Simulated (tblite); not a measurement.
# C5H12AlAsO: the cost of one run

Computed with tblite 0.8.0 and PySCF 2.14.0, with density-fitted response routines of our own, on a single molecule in the gas phase. Atoms count from 0, in the outputs and in this text.

### 1 The molecule as given

20 atoms, charge 0, multiplicity 1; geometry from: force field or distance geometry start.

Bonds of the start (Å): C0–C1 1.52, C1–Al2 1.99, Al2–As3 2.44, Al2–C4 1.97, C4–C5 1.31, C5–O6 1.38, O6–C7 1.38, C7–C4 1.49, C0–H8 1.12, C0–H9 1.11, C0–H10 1.11, C1–H11 1.10, C1–H12 1.10, Al2–H13 1.60, As3–H14 1.57, As3–H15 1.56, As3–H16 1.57, C5–H17 1.08, C7–H18 1.10, C7–H19 1.12.

### 2 Optimising the geometry with GFN2-xTB

The job: settings as JSON, then the geometry in Å.

```
{"job": {"kind": "relax", "xc": "GFN2-xTB", "basis": "xTB"}, "charge": 0, "multiplicity": 1}
C     -2.308100    -0.730900     0.392700
C     -1.683300    -0.472800    -0.972900
Al     0.038200     0.496100    -0.718300
As    -0.211200     2.566300     0.545800
C      1.430500    -0.664000     0.050800
C      1.545600    -1.397900     1.125600
O      2.814400    -1.753400     0.712300
C      2.788900    -1.005100    -0.452300
H     -1.485700    -0.734600     1.151300
H     -3.052000     0.062700     0.610700
H     -2.776700    -1.732300     0.367400
H     -1.507300    -1.431700    -1.490900
H     -2.334200     0.169400    -1.586000
H      0.501400     0.939000    -2.188600
H     -0.715900     2.327600     2.017900
H      1.136100     3.353200     0.556100
H     -1.314200     3.406500    -0.186900
H      0.927900    -1.627900     1.975400
H      3.450400    -0.126800    -0.533300
H      2.750100    -1.632800    -1.379800
```

Command:

```sh
> OMP_NUM_THREADS=1 python probes_run.py task.json out
```

One launch serves the whole session: the jobs run in the order shown.

Q: Estimate the wall time of this first job on 1 thread of Arm Neoverse N1, shared host.

About 3.9 s.
